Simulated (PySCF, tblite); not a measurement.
# C₂H₈GeNP: dynamics, then NMR shifts on frames, part 2 of 2

tblite 0.8.0 and PySCF 2.14.0. Atoms count from 0. The steps go on from the part before.

**5. Shielding tensors: 625 fs, PBE0/pcSseg-1**

Job settings and geometry (Å):

```
{"job": {"kind": "nmr", "xc": "PBE0", "basis": "pcSseg-1", "pop": false}, "charge": 0, "multiplicity": 1}
C      1.586500     0.179900     0.572600
N      1.067500    -0.938800    -0.182700
C     -0.060900    -1.435400     0.026700
Ge    -1.476400    -0.735600     1.252300
P     -3.071900     0.704200     0.179500
H      1.750700     0.025000     1.636400
H      0.811900     1.022500     0.667900
H      2.491500     0.574800     0.093400
H     -0.419300    -2.268200    -0.593700
H     -1.970000    -1.907300     1.918100
H     -0.893500     0.129800     2.312100
H     -2.773300     0.630400    -1.160400
H     -2.185800     1.908300     0.484900
```

With the program's defaults for keys left out, this is: GIAO PBE0/pcSseg-1 NMR shielding, non-relativistic, gas phase.

Output:

```text
coarse grid: 49088 points
cycle   1  E = -2553.2110976653  dE = -4.186e-01  |g| = 8.710e-01  |ddm| = 3.257e+00
cycle   2  E = -2553.1606171045  dE =  5.048e-02  |g| = 9.537e-01  |ddm| = 1.049e+00
cycle   3  E = -2553.2586313815  dE = -9.801e-02  |g| = 2.232e-01  |ddm| = 7.832e-01
cycle   4  E = -2553.2683682283  dE = -9.737e-03  |g| = 8.345e-02  |ddm| = 1.940e-01
cycle   5  E = -2553.2696382320  dE = -1.270e-03  |g| = 8.712e-03  |ddm| = 5.717e-02
cycle   6  E = -2553.2696586620  dE = -2.043e-05  |g| = 3.056e-03  |ddm| = 1.467e-02
cycle   7  E = -2553.2696612254  dE = -2.563e-06  |g| = 7.087e-04  |ddm| = 3.542e-03
final grid: 101352 points
cycle   8  E = -2553.2696602980  dE =  5.284e-09  |g| = 8.681e-04  |ddm| = 2.432e-03
cycle   9  E = -2553.2696601864  dE =  1.116e-07  |g| = 1.139e-03  |ddm| = 2.216e-03
cycle  10  E = -2553.2696604842  dE = -2.978e-07  |g| = 7.496e-05  |ddm| = 1.203e-03
cycle  11  E = -2553.2696604856  dE = -1.446e-09  |g| = 3.256e-05  |ddm| = 9.898e-05
cycle  12  E = -2553.2696604858  dE = -2.128e-10  |g| = 3.884e-06  |ddm| = 2.380e-05
converged SCF energy = -2553.2696604858

GIAO shielding tensors (ppm)
atom      isotropic    diamagn.    paramagn.     s11        s22        s33       span
  0 C      139.431     251.274    -111.843    117.236    125.245    175.812     58.576
  1 N     -188.420     327.352    -515.773   -699.473   -135.660    269.872    969.345
  2 C        9.235     256.685    -247.450   -109.112     21.795    115.021    224.133
  3 Ge    1606.214    2758.736   -1152.522   1511.570   1624.257   1682.815    171.245
  4 P      551.236     964.657    -413.421    500.990    538.894    613.823    112.833
  5 H       28.241      30.742      -2.501     25.064     27.610     32.049      6.984
  6 H       27.542      32.334      -4.792     23.644     29.386     29.595      5.951
  7 H       26.900      29.835      -2.936     23.857     25.914     30.928      7.072
  8 H       22.165      30.822      -8.657     17.203     20.733     28.559     11.357
  9 H       29.032      30.830      -1.797     22.018     22.888     42.190     20.172
 10 H       27.509      31.269      -3.760     21.413     22.740     38.373     16.960
 11 H       29.878      30.326      -0.447     24.883     26.712     38.040     13.157
 12 H       27.570      27.230       0.340     22.353     26.057     34.299     11.947
```

Wall time 14 s (1 thread of INTEL XEON PLATINUM 8581C at 2.30GHz, shared host); peak memory 0.81 GiB.

In short: δ C2 177.7, C0 47.5, N1 456.1, Ge3 -275, H8 9.55, H7 4.82 ppm.

**6. Shielding tensors: 800 fs, PBE0/pcSseg-1**

Job settings and geometry (Å):

```
{"job": {"kind": "nmr", "xc": "PBE0", "basis": "pcSseg-1", "pop": false}, "charge": 0, "multiplicity": 1}
C      1.504300     0.104900     0.774800
N      0.890200    -1.041800     0.226200
C     -0.278900    -1.323100     0.395000
Ge    -1.742600    -0.548100     1.325800
P     -2.997400     0.518200    -0.271600
H      1.400800     0.127400     1.931300
H      1.085500     1.048000     0.351800
H      2.548500     0.159700     0.453100
H     -0.616500    -2.164800    -0.263200
H     -2.504500    -1.638600     2.079100
H     -1.309300     0.434500     2.400200
H     -3.011500    -0.531100    -1.177000
H     -1.903600     1.322800    -0.690100
```

Level: GIAO PBE0/pcSseg-1 NMR shielding, non-relativistic, gas phase.

Output:

```text
coarse grid: 49088 points
cycle   1  E = -2553.2124596558  dE = -2.270e-01  |g| = 8.817e-01  |ddm| = 3.289e+00
cycle   2  E = -2553.1648300160  dE =  4.763e-02  |g| = 9.607e-01  |ddm| = 1.120e+00
cycle   3  E = -2553.2652048761  dE = -1.004e-01  |g| = 2.052e-01  |ddm| = 8.044e-01
cycle   4  E = -2553.2732679705  dE = -8.063e-03  |g| = 7.743e-02  |ddm| = 1.866e-01
cycle   5  E = -2553.2743468129  dE = -1.079e-03  |g| = 7.478e-03  |ddm| = 5.335e-02
cycle   6  E = -2553.2743613204  dE = -1.451e-05  |g| = 2.520e-03  |ddm| = 1.263e-02
cycle   7  E = -2553.2743630328  dE = -1.712e-06  |g| = 6.173e-04  |ddm| = 3.036e-03
final grid: 101352 points
cycle   8  E = -2553.2743070861  dE = -4.079e-08  |g| = 7.158e-04  |ddm| = 2.496e-03
cycle   9  E = -2553.2743070211  dE =  6.502e-08  |g| = 9.068e-04  |ddm| = 1.777e-03
cycle  10  E = -2553.2743072068  dE = -1.858e-07  |g| = 4.820e-05  |ddm| = 9.752e-04
cycle  11  E = -2553.2743072074  dE = -5.525e-10  |g| = 2.234e-05  |ddm| = 6.690e-05
converged SCF energy = -2553.2743072074

GIAO shielding tensors (ppm)
atom      isotropic    diamagn.    paramagn.     s11        s22        s33       span
  0 C      142.146     250.443    -108.298    122.591    129.164    174.681     52.090
  1 N     -157.109     330.574    -487.682   -632.478   -130.610    291.762    924.240
  2 C       18.424     257.411    -238.986    -89.852     28.618    116.506    206.358
  3 Ge    1597.600    2758.932   -1161.332   1555.932   1582.530   1654.338     98.406
  4 P      597.786     965.828    -368.042    528.141    603.907    661.311    133.170
  5 H       26.952      28.746      -1.793     23.221     27.086     30.550      7.329
  6 H       28.204      32.015      -3.811     23.997     29.147     31.468      7.471
  7 H       27.022      29.559      -2.537     24.042     26.045     30.980      6.938
  8 H       22.722      30.980      -8.259     19.441     20.147     28.577      9.136
  9 H       27.539      28.859      -1.320     21.540     21.913     39.163     17.623
 10 H       27.137      29.842      -2.705     20.417     22.973     38.021     17.603
 11 H       29.715      30.202      -0.486     24.505     26.935     37.706     13.202
 12 H       29.556      29.464       0.093     23.576     27.533     37.560     13.983
```

Run time: 14 s. Hardware: 1 thread of INTEL XEON PLATINUM 8581C at 2.30GHz, shared host; peak memory 0.86 GiB.

In short: δ C2 168.5, C0 44.8, N1 424.8, Ge3 -267, H8 9.00, H5 4.76 ppm.

**7. Shielding tensors: 1000 fs, PBE0/pcSseg-1**

Job settings and geometry (Å):

```
{"job": {"kind": "nmr", "xc": "PBE0", "basis": "pcSseg-1", "pop": false}, "charge": 0, "multiplicity": 1}
C      1.284700     0.043000     0.860900
N      0.917900    -1.264900     0.573400
C     -0.199200    -1.750200     0.691600
Ge    -1.905900    -0.863500     1.255100
P     -3.330700     0.296500    -0.199700
H      0.466700     0.711800     1.087100
H      1.914100     0.460700     0.083100
H      1.982900    -0.010100     1.706600
H     -0.268200    -2.843400     0.460600
H     -2.644700    -1.935400     2.018300
H     -1.447200     0.042800     2.332700
H     -2.350200     0.252000    -1.155000
H     -2.878500     1.564800     0.188000
```

With the program's defaults for keys left out, this is: GIAO PBE0/pcSseg-1 NMR shielding, non-relativistic, gas phase.

Output:

```text
coarse grid: 49088 points
cycle   1  E = -2553.2173799076  dE = -2.308e-01  |g| = 8.757e-01  |ddm| = 3.270e+00
cycle   2  E = -2553.1600993833  dE =  5.728e-02  |g| = 9.719e-01  |ddm| = 1.084e+00
cycle   3  E = -2553.2663689748  dE = -1.063e-01  |g| = 2.245e-01  |ddm| = 8.395e-01
cycle   4  E = -2553.2764940417  dE = -1.013e-02  |g| = 7.764e-02  |ddm| = 2.006e-01
cycle   5  E = -2553.2775382228  dE = -1.044e-03  |g| = 9.808e-03  |ddm| = 5.312e-02
cycle   6  E = -2553.2775630895  dE = -2.487e-05  |g| = 3.444e-03  |ddm| = 1.475e-02
cycle   7  E = -2553.2775661049  dE = -3.015e-06  |g| = 7.432e-04  |ddm| = 3.764e-03
final grid: 101352 points
cycle   8  E = -2553.2775542299  dE =  5.323e-09  |g| = 9.135e-04  |ddm| = 2.717e-03
cycle   9  E = -2553.2775541129  dE =  1.170e-07  |g| = 1.211e-03  |ddm| = 2.574e-03
cycle  10  E = -2553.2775544419  dE = -3.290e-07  |g| = 7.128e-05  |ddm| = 1.352e-03
cycle  11  E = -2553.2775544431  dE = -1.225e-09  |g| = 2.175e-05  |ddm| = 8.801e-05
cycle  12  E = -2553.2775544432  dE = -1.010e-10  |g| = 7.505e-06  |ddm| = 1.905e-05
converged SCF energy = -2553.2775544432

GIAO shielding tensors (ppm)
atom      isotropic    diamagn.    paramagn.     s11        s22        s33       span
  0 C      141.973     249.081    -107.108    122.168    126.702    177.049     54.881
  1 N     -167.198     329.139    -496.337   -644.808   -143.176    286.389    931.197
  2 C       26.153     255.564    -229.411    -65.069     33.041    110.487    175.556
  3 Ge    1631.803    2756.834   -1125.031   1507.166   1646.892   1741.351    234.184
  4 P      634.848     966.297    -331.448    564.205    648.030    692.310    128.106
  5 H       28.731      33.041      -4.310     24.959     30.088     31.146      6.186
  6 H       27.519      30.966      -3.447     25.339     25.988     31.229      5.891
  7 H       27.690      28.855      -1.165     25.186     25.626     32.259      7.073
  8 H       22.767      28.920      -6.153     18.980     20.868     28.454      9.474
  9 H       28.175      29.050      -0.874     21.128     23.051     40.347     19.218
 10 H       27.527      30.267      -2.739     21.075     22.968     38.539     17.465
 11 H       30.771      31.321      -0.550     24.609     28.885     38.820     14.211
 12 H       30.254      30.149       0.105     24.493     27.366     38.903     14.410
```

Wall time 13 s (1 thread of INTEL XEON PLATINUM 8581C at 2.30GHz, shared host); peak memory 0.8 GiB.

Key values: δ C2 160.8, C0 45.0, N1 434.9, Ge3 -301, H8 8.95, H6 4.20 ppm.

**8. Run by run: NMR shifts**

Shifts (ppm) of some atoms, chosen among heavy atoms and hydrogens apart, with basis size and wall time:

```tsv
frame	C2	C0	H9	H12	N1	Ge3	P4	functions	time
250 fs	161.8	52.7	4.45	1.13	452.6	-263	-305.5	156	19 s
425 fs	183.4	54.0	4.95	2.29	455.0	-240	-285.8	156	13 s
625 fs	177.7	47.5	2.68	4.15	456.1	-275	-232.9	156	14 s
800 fs	168.5	44.8	4.18	2.16	424.8	-267	-279.4	156	14 s
1000 fs	160.8	45.0	3.54	1.46	434.9	-301	-316.5	156	13 s
```

**9. Summary of results**

The summary covers parts 1 to 2.

| quantity | value |
| --- | --- |
| thermostat | 300 K |
| mean temperature, second half | 360 K |
| mean potential energy above the minimum | 0.53 eV |
| 13C shifts against TMS (PBE0/pcSseg-1, 250 fs) | 161.8, 52.7 ppm |
| 1H shifts against TMS (PBE0/pcSseg-1, 250 fs) | 8.50, 5.57, 4.61, 4.45, 3.83, 3.65, 1.95, 1.13 ppm |
| 15N shifts against NH3 (PBE0/pcSseg-1, 250 fs) | 452.6 ppm |
| 73Ge shifts against GeMe4 (PBE0/pcSseg-1, 250 fs) | -263 ppm |
| 31P shifts against H3PO4 (PBE0/pcSseg-1, 250 fs) | -305.5 ppm |
| surface potential, 1st and 99th percentile | -1.49 V and 0.95 V |
| range of the shift of P4 | -316.5 to -232.9 ppm |

What this shows: In the second half the potential energy averages 0.53 eV above the minimum; equipartition over 33 harmonic modes at 300 K would give 0.43 eV. With 13 atoms the temperature swings widely (129 to 531 K). Shifts at one fixed geometry are not the observed spectrum, which averages over the motion. In the first frame run (250 fs): The largest span, 974 ppm, is at N1, where the paramagnetic term is -514 ppm. By nearest atom (PBE0/pcSseg-1), the HOMO sits on N1 49 %; Ge3 10 % and the LUMO on C2 30 %; N1 30 %. Across the 5 runs the shift of P4 moves most, between -316.5 (1000 fs) and -232.9 ppm (625 fs). Spin-orbit coupling is left out, which matters for shieldings and couplings at and beside the heavy atoms.
